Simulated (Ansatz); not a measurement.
**CH₅BO₂S: up Jacob's ladder to CCSD(T)**

Aim: compute CH₅BO₂S with functionals from several rungs and with coupled cluster. The yardstick is the atomisation energy at the CCSD(T) limit.

Method: functionals in def2-TZVPP, the program's frozen cores in correlated methods; program: Ansatz 0.2.0, Gaussian basis.

Plan: LDA (SPW92), PBE-D4, revPBE-D4, BLYP-D4, r2SCAN-D4, B97M-V, PBE0-D4, B3LYP-D4, r2SCANh-D4, r2SCAN0-D4, HSE06-D4, BHLYP-D4, CAM-B3LYP-D4, LC-ωPBE, ωB97X-V, ωB97M-V, B2PLYP, PBE-QIDH; CCSD(T)/def2-SVP; CCSD(T)/def2-TZVPP; MP2/def2-QZVPP; extrapolation to the limit; RPA on PBE.

**1. The geometry**

All runs share one geometry, relaxed beforehand with PBE0-D4 in a triple-zeta def2 set.

SMILES `CSB(O)O`, 10 atoms, charge 0, spin multiplicity 1.

Atoms are counted from 1 here; the program's logs count them from 0.

Bond lengths: C1–S2 1.807 Å, C1–H6 1.091 Å, C1–H7 1.089 Å, C1–H8 1.091 Å, S2–B3 1.831 Å, B3–O4 1.359 Å, B3–O5 1.359 Å, O4–H9 0.958 Å, O5–H10 0.958 Å. Angles: S2–C1–H6 111.3°, S2–C1–H7 107.1°, S2–C1–H8 111.3°, H6–C1–H7 108.1°, H6–C1–H8 110.6°, H7–C1–H8 108.1°, C1–S2–B3 102.8°, S2–B3–O4 119.3°, S2–B3–O5 124.2°, O4–B3–O5 116.5°, B3–O4–H9 114.2°, B3–O5–H10 114.3°.

Geometry (Å):

| atom | x (Å) | y (Å) | z (Å) |
| --- | --- | --- | --- |
| C1 | -1.0186 | 0.2969 | 1.2103 |
| S2 | 0.3492 | -0.8194 | 0.8249 |
| B3 | 0.8276 | -0.3041 | -0.8657 |
| O4 | 1.8516 | -0.9428 | -1.4915 |
| O5 | 0.2209 | 0.6944 | -1.5595 |
| H6 | -1.8533 | 0.1544 | 0.5223 |
| H7 | -1.3605 | 0.0491 | 2.2143 |
| H8 | -0.6935 | 1.3383 | 1.2095 |
| H9 | 2.2551 | -1.6401 | -0.9722 |
| H10 | -0.4956 | 1.1220 | -1.0894 |

**2. LDA**

This LDA is Slater exchange with PW92 correlation.

in.yaml reads:

```yaml
crystal:
  periodic: [false, false, false]
  atoms:
    - {symbol: C, position_ang: [-1.018609, 0.296894, 1.210281]}
    - {symbol: S, position_ang: [0.349190, -0.819366, 0.824921]}
    - {symbol: B, position_ang: [0.827648, -0.304052, -0.865720]}
    - {symbol: O, position_ang: [1.851648, -0.942782, -1.491544]}
    - {symbol: O, position_ang: [0.220899, 0.694405, -1.559470]}
    - {symbol: H, position_ang: [-1.853280, 0.154388, 0.522321]}
    - {symbol: H, position_ang: [-1.360454, 0.049094, 2.214272]}
    - {symbol: H, position_ang: [-0.693485, 1.338317, 1.209471]}
    - {symbol: H, position_ang: [2.255072, -1.640083, -0.972243]}
    - {symbol: H, position_ang: [-0.495629, 1.121985, -1.089391]}
basis:
  gaussian: {orbitals: def2-TZVPP}
hamiltonian: {xc: lda}
output: {orbitals: {seedname: orbitals}}
```

After this run come: PBE-D4 (GGA); revPBE-D4 (GGA); BLYP-D4 (GGA); r2SCAN-D4 (meta-GGA); B97M-V (meta-GGA); PBE0-D4 (hybrid); B3LYP-D4 (hybrid); r2SCANh-D4 (hybrid); r2SCAN0-D4 (hybrid); HSE06-D4 (hybrid); BHLYP-D4 (hybrid); CAM-B3LYP-D4 (range-separated); LC-ωPBE-D4 (range-separated); ωB97X-V (range-separated); ωB97M-V (range-separated); B2PLYP (double hybrid); PBE-QIDH (double hybrid); CCSD(T) in def2-SVP; CCSD(T) in def2-TZVPP; MP2 in def2-QZVPP; RPA on PBE orbitals.

Before running them: what should the planned runs give, taken together? Wanted: atomisation energy, CCSD(T)/CBS; farthest beyond LDA; mean size of error, GGA; mean size of error, meta-GGA; mean size of error, hybrid; mean size of error, range-separated; mean size of error, double hybrid; gap, smallest and largest; T1 diagnostic.

**Answer**, as computed:

| quantity | value |
| --- | --- |
| atomisation energy, CCSD(T)/CBS | 959.1 kcal/mol |
| functionals within 4.8 kcal/mol (0.5 %) | revPBE-D4, BLYP-D4, B97M-V, PBE0-D4, B3LYP-D4, r2SCANh-D4, HSE06-D4, CAM-B3LYP-D4, LC-ωPBE, ωB97X-V |
| farthest beyond LDA | BHLYP-D4 (-34.6 kcal/mol) |
| mean size of error, GGA | 9.2 kcal/mol |
| mean size of error, meta-GGA | 5.3 kcal/mol |
| mean size of error, hybrid | 9.0 kcal/mol |
| mean size of error, range-separated | 3.1 kcal/mol |
| mean size of error, double hybrid | 7.9 kcal/mol |
| gap, smallest and largest | 5.22 eV (BLYP-D4), 12.40 eV (LC-ωPBE) |
| T1 diagnostic | 0.0120 |
| triples share of the correlation energy | 3.9 % |

The LDA atomisation energy is off by 149.5 kcal/mol (16 %): it overbinds. PBE-D4 is off by +22.9 kcal/mol. Double hybrids carry the basis error of their MP2 part in triple zeta, and no dispersion term here, so their miss is partly the set-up's. By mean error the best rung here is range-separated (3.1 kcal/mol) and the worst beyond LDA is GGA (9.2 kcal/mol). The gap between the best rungs is small, so their order is not settled. Misses under about 4.8 kcal/mol are within the doubt on the reference itself, which lacks core-valence correlation, relativity and higher excitations. Hartree-Fock recovers 72 % of the binding; the rest is correlation. CCSD(T) in def2-SVP is off by -53.1 kcal/mol, so the small basis spoils what the method gains. The gap grows from 5.2 to 12.4 eV across the functionals, mostly with the share of exact exchange.
